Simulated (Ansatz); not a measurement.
**Si2H6O2: how energies converge with the basis set**

One table from this session's results is given with a row withheld; the runs are named, their logs left out.

The runs use Ansatz 0.2.0, Gaussian basis; one geometry, several basis sets.

The runs, in order: PBE0-D4/def2-SVP; ωB97M-V/def2-SVP; PBE0-D4/def2-QZVPP; ωB97M-V/def2-QZVPP; the functionals' def2-TZVPP values are taken from earlier runs.

**The geometry**

All runs share one geometry, relaxed beforehand with PBE0-D4 in a triple-zeta def2 set.

SMILES `O[SiH2][SiH2]O`, 10 atoms, charge 0, spin multiplicity 1.

Atoms are counted from 1 here; the program's logs count them from 0.

Bond lengths: O1–Si2 1.666 Å, O1–H5 0.958 Å, Si2–Si3 2.355 Å, Si2–H6 1.492 Å, Si2–H7 1.492 Å, Si3–O4 1.652 Å, Si3–H8 1.489 Å, Si3–H9 1.488 Å, O4–H10 0.962 Å. Angles: Si2–O1–H5 118.7°, O1–Si2–Si3 99.0°, O1–Si2–H6 110.9°, O1–Si2–H7 110.7°, Si3–Si2–H6 114.8°, Si3–Si2–H7 114.6°, H6–Si2–H7 106.7°, Si2–Si3–O4 104.4°, Si2–Si3–H8 112.0°, Si2–Si3–H9 112.5°, O4–Si3–H8 110.6°, O4–Si3–H9 109.9°, H8–Si3–H9 107.4°, Si3–O4–H10 113.9°.

The first run:

Input file in.yaml:

```yaml
crystal:
  periodic: [false, false, false]
  atoms:
    - {symbol: O, position_ang: [-1.158235, 0.253629, -1.266064]}
    - {symbol: Si, position_ang: [-0.972097, 0.423334, 0.381164]}
    - {symbol: Si, position_ang: [1.219060, -0.412782, 0.593377]}
    - {symbol: O, position_ang: [1.705388, -0.693399, -0.960328]}
    - {symbol: H, position_ang: [-1.981394, 0.534719, -1.667966]}
    - {symbol: H, position_ang: [-2.011898, -0.352912, 1.116769]}
    - {symbol: H, position_ang: [-1.135196, 1.849593, 0.786647]}
    - {symbol: H, position_ang: [1.260760, -1.669075, 1.391153]}
    - {symbol: H, position_ang: [2.138043, 0.558808, 1.245019]}
    - {symbol: H, position_ang: [1.018671, -0.543116, -1.616867]}
basis:
  gaussian: {orbitals: def2-SVP}
hamiltonian: {xc: pbe0, dispersion: d4}
output: {orbitals: {seedname: orbitals}}
```

Among the steps run: PBE0-D4 in def2-SVP; ωB97M-V in def2-SVP; PBE0-D4 in def2-QZVPP; ωB97M-V in def2-QZVPP.

One of the session's tables, all rows but one given; the rest of the session is left out.

It belongs to the step «Density functionals: the series». 

```
functional       basis  HOMO (eV)
   PBE0-D4    def2-SVP          ?
   PBE0-D4  def2-TZVPP      -7.93
   PBE0-D4  def2-QZVPP      -7.96
   ωB97M-V    def2-SVP      -9.90
   ωB97M-V  def2-TZVPP     -10.00
   ωB97M-V  def2-QZVPP     -10.03
```

Q: Estimate the row for PBE0-D4, def2-SVP from the others.

The run gave: HOMO (eV): -7.87. In the column «HOMO (eV)» it is the highest.
